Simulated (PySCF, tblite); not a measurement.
# C₅H₁₀AlCl: dynamics, then NMR shifts on frames, part 2 of 2

tblite 0.8.0 and PySCF 2.14.0. Atoms count from 0.

**5. NMR shieldings: 625 fs, PBE0/pcSseg-1**

What the job is given:

```
{"job": {"kind": "nmr", "xc": "PBE0", "basis": "pcSseg-1", "pop": false}, "charge": 0, "multiplicity": 1}
C      1.160100     0.203000     0.848400
C     -0.129800    -0.386000     1.623500
C     -1.126300    -1.056800     0.654500
C     -2.415800    -0.093000     0.541000
C     -2.267000     1.386500     0.567600
Al    -0.769700     1.505100     1.810200
Cl     0.253600     3.233000     2.334000
H      0.771500     0.617200    -0.128600
H      1.862600    -0.531200     0.555300
H      1.518800     1.086700     1.319800
H      0.150900    -1.270600     2.208500
H     -1.444800    -2.022400     1.170000
H     -0.774800    -1.121300    -0.401100
H     -3.051400    -0.188200     1.500000
H     -3.006600    -0.433500    -0.311900
H     -3.218600     1.934300     0.682200
H     -2.054500     1.886300    -0.392400
```

With the program's defaults for keys left out, this is: GIAO PBE0/pcSseg-1 NMR shielding, non-relativistic, gas phase.

What it wrote:

```text
coarse grid: 14880 points
cycle   1  E = -898.5184425988  dE =  5.823e-01  |g| = 5.150e-01  |ddm| = 3.636e+00
cycle   2  E = -898.4853564991  dE =  3.309e-02  |g| = 6.352e-01  |ddm| = 1.140e+00
cycle   3  E = -898.5929478712  dE = -1.076e-01  |g| = 6.558e-02  |ddm| = 6.602e-01
cycle   4  E = -898.5939194284  dE = -9.716e-04  |g| = 2.680e-02  |ddm| = 9.895e-02
cycle   5  E = -898.5940801023  dE = -1.607e-04  |g| = 4.912e-03  |ddm| = 2.884e-02
cycle   6  E = -898.5940852085  dE = -5.106e-06  |g| = 2.261e-03  |ddm| = 7.235e-03
final grid: 133400 points
cycle   7  E = -898.6354059074  dE = -3.499e-05  |g| = 8.613e-03  |ddm| = 3.025e-02
cycle   8  E = -898.6353936032  dE =  1.230e-05  |g| = 1.091e-02  |ddm| = 1.687e-02
cycle   9  E = -898.6354247471  dE = -3.114e-05  |g| = 7.764e-04  |ddm| = 9.878e-03
cycle  10  E = -898.6354248599  dE = -1.128e-07  |g| = 2.366e-04  |ddm| = 9.068e-04
cycle  11  E = -898.6354248739  dE = -1.400e-08  |g| = 4.286e-05  |ddm| = 2.476e-04
cycle  12  E = -898.6354248743  dE = -4.115e-10  |g| = 1.335e-05  |ddm| = 6.052e-05
converged SCF energy = -898.6354248743

GIAO shielding tensors (ppm)
atom      isotropic    diamagn.    paramagn.     s11        s22        s33       span
  0 C      167.267     253.486     -86.219    133.410    171.548    196.844     63.434
  1 C      168.132     252.931     -84.799    140.713    175.313    188.369     47.657
  2 C      139.613     245.348    -105.734    118.518    140.108    160.213     41.695
  3 C      150.395     241.173     -90.777    129.497    147.275    174.413     44.916
  4 C      181.671     252.051     -70.380    162.180    182.870    199.963     37.784
  5 Al     344.326     794.468    -450.142    296.688    346.241    390.048     93.360
  6 Cl     917.119    1148.722    -231.603    793.792    912.714   1044.851    251.059
  7 H       30.933      32.537      -1.604     27.889     29.768     35.141      7.252
  8 H       29.943      31.652      -1.709     25.164     27.383     37.283     12.119
  9 H       30.380      32.886      -2.506     22.745     31.308     37.086     14.341
 10 H       29.289      31.621      -2.333     22.663     28.873     36.330     13.666
 11 H       27.895      29.853      -1.958     22.782     26.699     34.203     11.421
 12 H       29.564      30.324      -0.760     25.126     28.966     34.599      9.473
 13 H       28.928      27.567       1.361     21.848     28.418     36.518     14.670
 14 H       29.180      28.425       0.755     23.382     28.245     35.914     12.532
 15 H       30.419      28.076       2.343     25.637     27.911     37.709     12.072
 16 H       31.491      31.764      -0.273     27.628     28.034     38.811     11.184
```

Run time: 60 s. Hardware: 1 thread of Intel Xeon at 2.50GHz, shared host; peak memory 0.86 GiB.

This run: δ C2 47.3, C3 36.5, C0 19.7, C1 18.8, H11 3.82, H13 2.79 ppm.

**6. Nuclear shieldings: 800 fs, PBE0/pcSseg-1**

What the job is given:

```
{"job": {"kind": "nmr", "xc": "PBE0", "basis": "pcSseg-1", "pop": false}, "charge": 0, "multiplicity": 1}
C      0.986100    -1.111300     1.759100
C     -0.496700    -0.411000     1.894200
C     -1.677200    -0.676100     0.982600
C     -2.828700     0.225200     1.284700
C     -2.495100     1.782300     0.822100
Al    -0.699800     1.671000     1.661200
Cl     0.009700     3.269700     2.624000
H      1.465900    -0.779900     0.867200
H      1.049900    -2.221800     1.825600
H      1.507100    -0.630100     2.604900
H     -0.905100    -0.613400     2.939600
H     -2.066600    -1.667900     1.148200
H     -1.309900    -0.690600     0.036000
H     -2.744200     0.242600     2.399600
H     -3.774900    -0.135500     0.739400
H     -3.350000     2.314100     1.169600
H     -2.692300     1.731300    -0.214700
```

Method: GIAO PBE0/pcSseg-1 NMR shielding, non-relativistic, gas phase.

What it wrote:

```text
coarse grid: 14880 points
cycle   1  E = -898.5156083920  dE =  5.709e-01  |g| = 5.079e-01  |ddm| = 3.637e+00
cycle   2  E = -898.4959814492  dE =  1.963e-02  |g| = 5.899e-01  |ddm| = 1.071e+00
cycle   3  E = -898.5888863135  dE = -9.290e-02  |g| = 5.548e-02  |ddm| = 5.919e-01
cycle   4  E = -898.5894905400  dE = -6.042e-04  |g| = 2.977e-02  |ddm| = 8.449e-02
cycle   5  E = -898.5896978562  dE = -2.073e-04  |g| = 5.993e-03  |ddm| = 3.099e-02
cycle   6  E = -898.5897057604  dE = -7.904e-06  |g| = 2.463e-03  |ddm| = 7.755e-03
final grid: 133400 points
cycle   7  E = -898.6306995221  dE = -3.704e-05  |g| = 8.996e-03  |ddm| = 3.071e-02
cycle   8  E = -898.6306900154  dE =  9.507e-06  |g| = 1.069e-02  |ddm| = 1.710e-02
cycle   9  E = -898.6307200633  dE = -3.005e-05  |g| = 7.385e-04  |ddm| = 9.705e-03
cycle  10  E = -898.6307201650  dE = -1.017e-07  |g| = 2.054e-04  |ddm| = 7.985e-04
cycle  11  E = -898.6307201756  dE = -1.062e-08  |g| = 4.206e-05  |ddm| = 2.208e-04
cycle  12  E = -898.6307201760  dE = -4.000e-10  |g| = 1.152e-05  |ddm| = 5.109e-05
converged SCF energy = -898.6307201760

GIAO shielding tensors (ppm)
atom      isotropic    diamagn.    paramagn.     s11        s22        s33       span
  0 C      165.840     244.403     -78.563    153.445    160.350    183.725     30.281
  1 C      139.074     247.215    -108.140    109.651    138.666    168.906     59.254
  2 C      159.073     249.270     -90.197    144.429    160.707    172.083     27.654
  3 C      144.921     258.297    -113.376    134.596    139.859    160.309     25.713
  4 C      175.680     250.734     -75.054    155.709    174.418    196.913     41.204
  5 Al     325.730     794.091    -468.361    284.517    331.096    361.577     77.060
  6 Cl     865.892    1148.523    -282.631    671.169    941.907    984.601    313.432
  7 H       30.872      31.221      -0.349     26.119     29.807     36.691     10.572
  8 H       29.567      27.969       1.598     25.408     26.708     36.586     11.178
  9 H       29.481      28.002       1.479     23.874     29.000     35.568     11.694
 10 H       29.907      30.270      -0.363     25.913     30.272     33.536      7.623
 11 H       29.966      32.366      -2.400     24.150     28.698     37.051     12.901
 12 H       32.550      35.353      -2.803     28.468     31.385     37.798      9.330
 13 H       30.045      31.536      -1.490     26.677     29.416     34.044      7.367
 14 H       27.393      29.410      -2.018     22.114     26.207     33.857     11.743
 15 H       31.681      29.683       1.997     27.166     29.015     38.861     11.695
 16 H       32.029      32.877      -0.848     27.477     29.787     38.822     11.345
```

Wall time 56 s (1 thread of Intel Xeon at 2.50GHz, shared host); peak memory 0.86 GiB.

Key values: δ C1 47.9, C3 42.0, C2 27.9, C0 21.1, H14 4.32, H9 2.24 ppm.

**7. Nuclear shieldings: 1000 fs, PBE0/pcSseg-1**

What the job is given:

```
{"job": {"kind": "nmr", "xc": "PBE0", "basis": "pcSseg-1", "pop": false}, "charge": 0, "multiplicity": 1}
C      0.341200    -0.131400     2.523800
C     -1.136600     0.020800     2.318800
C     -1.709300    -0.609200     1.033000
C     -2.987000     0.143100     0.598200
C     -2.765000     1.701200     0.468300
Al    -1.368200     2.003500     2.032500
Cl    -0.182800     3.423500     2.866300
H      0.543900    -1.187300     2.451600
H      0.762600     0.223900     3.503900
H      1.083300     0.273800     1.753700
H     -1.743300    -0.254100     3.172900
H     -1.925100    -1.691500     1.477300
H     -1.054500    -0.669800     0.230700
H     -3.763400     0.024500     1.171300
H     -3.483800    -0.246800    -0.366700
H     -3.774500     2.235200     0.558500
H     -2.291100     1.938400    -0.543200
```

Level: GIAO PBE0/pcSseg-1 NMR shielding, non-relativistic, gas phase.

What it wrote:

```text
coarse grid: 14880 points
cycle   1  E = -898.5193239555  dE =  5.255e-01  |g| = 5.131e-01  |ddm| = 3.657e+00
cycle   2  E = -898.4760574718  dE =  4.327e-02  |g| = 6.611e-01  |ddm| = 1.170e+00
cycle   3  E = -898.5951639863  dE = -1.191e-01  |g| = 6.184e-02  |ddm| = 6.999e-01
cycle   4  E = -898.5960137112  dE = -8.497e-04  |g| = 2.709e-02  |ddm| = 9.400e-02
cycle   5  E = -898.5961794453  dE = -1.657e-04  |g| = 3.638e-03  |ddm| = 2.899e-02
cycle   6  E = -898.5961824291  dE = -2.984e-06  |g| = 1.424e-03  |ddm| = 5.340e-03
final grid: 133400 points
cycle   7  E = -898.6370406954  dE = -3.058e-05  |g| = 7.393e-03  |ddm| = 2.460e-02
cycle   8  E = -898.6370308697  dE =  9.826e-06  |g| = 9.420e-03  |ddm| = 1.536e-02
cycle   9  E = -898.6370545852  dE = -2.372e-05  |g| = 7.717e-04  |ddm| = 9.045e-03
cycle  10  E = -898.6370546997  dE = -1.145e-07  |g| = 2.179e-04  |ddm| = 8.847e-04
cycle  11  E = -898.6370547115  dE = -1.182e-08  |g| = 3.253e-05  |ddm| = 2.226e-04
cycle  12  E = -898.6370547117  dE = -2.187e-10  |g| = 9.346e-06  |ddm| = 4.006e-05
converged SCF energy = -898.6370547117

GIAO shielding tensors (ppm)
atom      isotropic    diamagn.    paramagn.     s11        s22        s33       span
  0 C      169.311     246.681     -77.370    152.061    167.953    187.918     35.857
  1 C      168.691     252.457     -83.766    141.096    168.650    196.326     55.230
  2 C      152.094     240.475     -88.381    130.669    160.303    165.310     34.641
  3 C      162.134     242.510     -80.376    141.054    169.390    175.958     34.903
  4 C      164.531     250.490     -85.958    151.241    167.130    175.224     23.983
  5 Al     300.340     794.958    -494.618    252.772    306.926    341.321     88.550
  6 Cl     918.956    1149.027    -230.071    742.254    996.227   1018.388    276.134
  7 H       30.183      30.338      -0.155     24.279     28.328     37.943     13.664
  8 H       29.431      28.121       1.310     24.847     27.235     36.212     11.364
  9 H       29.756      30.366      -0.610     26.091     27.863     35.313      9.222
 10 H       31.800      31.739       0.061     26.674     30.866     37.859     11.185
 11 H       27.015      27.741      -0.726     21.511     25.741     33.793     12.282
 12 H       31.830      31.831      -0.001     26.845     31.473     37.172     10.327
 13 H       33.082      32.862       0.220     28.004     31.816     39.427     11.423
 14 H       28.543      28.271       0.273     23.165     26.686     35.779     12.613
 15 H       29.643      26.506       3.137     25.026     27.537     36.365     11.339
 16 H       29.957      29.005       0.952     25.692     27.652     36.528     10.836
```

It took 61 s on 1 thread of Intel Xeon at 2.50GHz, shared host; peak memory 0.86 GiB.

In short: δ C2 34.8, C3 24.8, C4 22.4, C1 18.2, H11 4.70, H14 3.17 ppm.

**8. Side by side: NMR shifts**

Shifts (ppm) of some atoms, chosen among heavy atoms and hydrogens apart, with basis size and wall time:

```csv
frame,C2,C3,C1,H13,H16,Al5,Cl6,functions,time
250 fs,41.0,38.9,18.8,2.16,-1.92,180.1,48,183,61 s
425 fs,55.5,33.5,35.2,1.63,-1.05,183.2,61,183,61 s
625 fs,47.3,36.5,18.8,2.79,0.23,145.6,33,183,60 s
800 fs,27.9,42.0,47.9,1.67,-0.31,164.2,84,183,56 s
1000 fs,34.8,24.8,18.2,-1.37,1.76,189.6,31,183,61 s
```

**9. Outcome**

This closing draws on all 2 parts.

| quantity | value |
| --- | --- |
| thermostat | 600 K |
| mean temperature, second half | 678 K |
| mean potential energy above the minimum | 1.34 eV |
| 13C shifts against TMS (PBE0/pcSseg-1, 250 fs) | 41.0, 38.9, 18.8, 18.1, 6.3 ppm |
| 1H shifts against TMS (PBE0/pcSseg-1, 250 fs) | 2.16, 2.10, 1.71, 1.27, 1.11, 0.98, 0.76, 0.42, 0.32, -1.92 ppm |
| 27Al shifts against AlH4- (PBE0/pcSseg-1, 250 fs) | 180.1 ppm |
| 35Cl shifts against HCl (PBE0/pcSseg-1, 250 fs) | 48 ppm |
| range of the shift of Cl6 | 31 to 84 ppm |

What this shows: In the second half the potential energy averages 1.34 eV above the minimum; equipartition over 45 harmonic modes at 600 K would give 1.16 eV. With 17 atoms the temperature swings widely (376 to 934 K). Shifts at one fixed geometry are not the observed spectrum, which averages over the motion. In the first frame run (250 fs): Shielding is most anisotropic at Cl6 (span 279 ppm, paramagnetic term -247 ppm). Across the 5 runs the shift of Cl6 moves most, between 31 (1000 fs) and 84 ppm (800 fs).
